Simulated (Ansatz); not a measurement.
This was printed by a script on Ansatz's Python interface, for a test of the smearing width of MoS2, space group R-3m. What did the script look like? Level of theory (first run): r2SCAN, PAW, cutoff 500 eV, 5×5×5 k-points, Methfessel-Paxton smearing of 0.5 eV, D3BJ dispersion. The script varies width (eV): 0.5, 0.3, 0.2, 0.1.

```
Mo S
1.0
     1.58550    0.91539    6.11500
    -1.58550    0.91539    6.11500
     0.00000   -1.83078    6.11500
Mo S
1 2
Direct
  0.00000 0.00000 0.00000
  0.75000 0.75000 0.75000
  0.25000 0.25000 0.25000
```

```console
$ python run_smear.py
 width (eV)  F/atom (eV)  iterations  P (GPa)  k-points
        0.5  -2260.60554           7  5.10703        19
        0.3  -2260.60340           7  5.14393        19
        0.2  -2260.60255           7  5.15484        19
        0.1  -2260.60192           7  5.20222        19
0.5: -3.62 meV/atom  (within 5 meV)
0.3: -1.48 meV/atom  (within 5 meV)
0.2: -0.63 meV/atom  (within 5 meV)
```

The script that was run (others could print the same):

`run_smear.py`:
```python
import warnings

import ansatz as az
from ase import Atoms
import pandas as pd

params = {
    "dispersion": "d3bj",
    "cutoff_ev": 500,
    "mesh": (5, 5, 5),
    "mixing_beta": 0.4,
}


def main() -> None:
    warnings.simplefilter("ignore", az.DeckWarning)

    atoms = Atoms(
        ["Mo", "S", "S"],
        scaled_positions=[
            (0.0, 0.0, 0.0),
            (0.75, 0.75, 0.75),
            (0.25, 0.25, 0.25),
        ],
        cell=[
            (1.5855, 0.91539, 6.115),
            (-1.5855, 0.91539, 6.115),
            (0.0, -1.83078, 6.115),
        ],
        pbc=True,
    )
    xtal = az.Crystal.from_ase(atoms)

    model = (
        xtal.calculation()
        .functional(az.Functional.R2SCAN, dispersion=params["dispersion"])
        .basis(params["cutoff_ev"])
        .accuracy("medium")
        .kpoints(*params["mesh"], shift=0.5)
        .mixing("msr1", ndim=12, beta=params["mixing_beta"])
        .stress()
    )

    rows = []
    for value in [0.5, 0.3, 0.2, 0.1]:
        summary = model.occupations("methfessel_paxton", width=value).run(threads=1, pin="off").report
        rows.append((value, summary["free_energy_ev"] / len(summary["lattice"]["sites"]), summary["n_iterations"], sum(summary["stress_gpa"][i][i] for i in range(3)) / 3, summary["n_kpoints"]))

    table = pd.DataFrame(rows, columns=["width (eV)", "F/atom (eV)", "iterations", "P (GPa)", "k-points"])
    print(table.round(5).to_string(index=False))

    for row in rows[:-1]:
        shift = 1000 * (row[1] - rows[-1][1])
        print(f"{row[0]}: {shift:+.2f} meV/atom" + ("  (within 5 meV)" if abs(shift) < 5 else ""))


if __name__ == "__main__":
    main()
```

Going from 0.1 to 0.5 eV changes F by -3.6 meV an atom. This scheme is built to cancel the term in the square of the width, so the shifts stay small and are partly the mesh's error. The pressure moves from 5.20 to 5.11 GPa.

The run is spin-unpolarised. The dispersion term runs with damping parameters of another functional. Dispersion corrections can be off by several per cent in the lattices of metals, and by several GPa in the pressure at a fixed cell. For a metal this mesh is far too coarse, so the numbers only illustrate the procedure. Of the deposited cell: the entry's cell lengths or inner coordinates differ somewhat from later room-temperature determinations. The narrowest width needs the finest mesh, so the last row is no converged reference. Pressure is positive in compression. At these settings the cell as given stands under about 5 GPa, so it isn't at this functional's equilibrium volume. The structure is a deposited one; some such entries were measured under pressure or heat, so a shift against it needn't be the functional's error alone. The script silences the warnings on its input, which a real study should read. Hardware and time: 11 s on 1 thread of Arm Neoverse V2, on a shared host, peak memory 0.54 GiB.
